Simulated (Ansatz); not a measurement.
# BAsH (quartet): B2PLYP, RPA-PBE over vertical spin and charge gaps, cc-pVDZ

How well do these functionals follow the top wave-function level for BAsH (quartet) over vertical spin and charge gaps?

Computed with Ansatz 0.2.0, Gaussian basis. Level: cc-pVDZ, all electrons in the functionals, frozen cores in the correlation of double hybrids and RPA.

The runs, in order: B2PLYP, RPA-PBE, at charge 0, quartet; charge 0, doublet; charge 0, sextet; charge 1, triplet; charge 1, quintet.

3 further runs of the same task are left out: 3 set aside as unsound or not needed.

## 1. The geometry

The geometry is a PBE0/def2-TZVP stationary point (not a proven minimum). No spin-orbit coupling is included. The filled d shell of As may be among the frozen orbitals whatever the setting's name suggests; the logs give the count.

3 atoms, charge 0, spin multiplicity 4.

Atoms are counted from 1 here; the program's logs count them from 0.

Bond lengths: B1–As2 1.980 Å, As2–H3 1.547 Å. Angles: B1–As2–H3 99.4°.

No dispersion term is added.

The geometry shown and the zero of energy belong to the point charge 0, quartet. The yardstick, UCCSDTQ, and other wave-function levels (R restricted, U unrestricted, valence and pair active spaces) come from earlier runs.

## 2. B2PLYP, charge 0, quartet

File in.yaml:

```yaml
crystal:
  periodic: [false, false, false]
  atoms:
    - {symbol: B, position_ang: [0.000000, 0.070014, 1.734991]}
    - {symbol: As, position_ang: [0.000000, -0.030035, -0.242675]}
    - {symbol: H, position_ang: [0.000000, 1.481599, -0.570889]}
basis:
  gaussian: {orbitals: cc-pVDZ}
magnetization: {spin_polarized: true, initial_magnetization: 3}
hamiltonian: {xc: {name: B2PLYP}}
correlation: {electrons: outside_noble_gas}
```

Launch:

```bash
ansatz run in.yaml --threads 1 --pin off --events-out ev --progress --plain --max-ram 2816MiB --backend cpu
```

After this run come: B2PLYP, charge 0, doublet; B2PLYP, charge 0, sextet; B2PLYP, charge 1, triplet; B2PLYP, charge 1, quintet; RPA-PBE, charge 0, quartet; RPA-PBE, charge 0, doublet; RPA-PBE, charge 0, sextet; RPA-PBE, charge 1, triplet; RPA-PBE, charge 1, quintet.

**Question.** What will the summary of the whole plan be? Wanted: quartet to doublet, UCCSDTQ; quartet to sextet, UCCSDTQ; ionisation to the triplet cation, UCCSDTQ; ionisation to the quintet cation, UCCSDTQ; largest miss, B2PLYP; largest miss, RPA-PBE.

**Answer**, as computed:

```
                                 quantity                                            value
              quartet to doublet, UCCSDTQ                                    -141.7 kJ/mol
               quartet to sextet, UCCSDTQ                                     404.7 kJ/mol
ionisation to the triplet cation, UCCSDTQ                                     691.5 kJ/mol
ionisation to the quintet cation, UCCSDTQ                                    1009.1 kJ/mol
                     largest miss, B2PLYP                 +33.2 kJ/mol (quartet to sextet)
                    largest miss, RPA-PBE  +22.2 kJ/mol (ionisation to the quintet cation)
```

Of the functionals, RPA-PBE keep the smallest largest miss at the points compared (at most 22.2 kJ/mol) and B2PLYP strays most (33.2 kJ/mol, at quartet to sextet). Functionals and the yardstick converge differently with the basis, so part of each miss in cc-pVDZ is the basis.
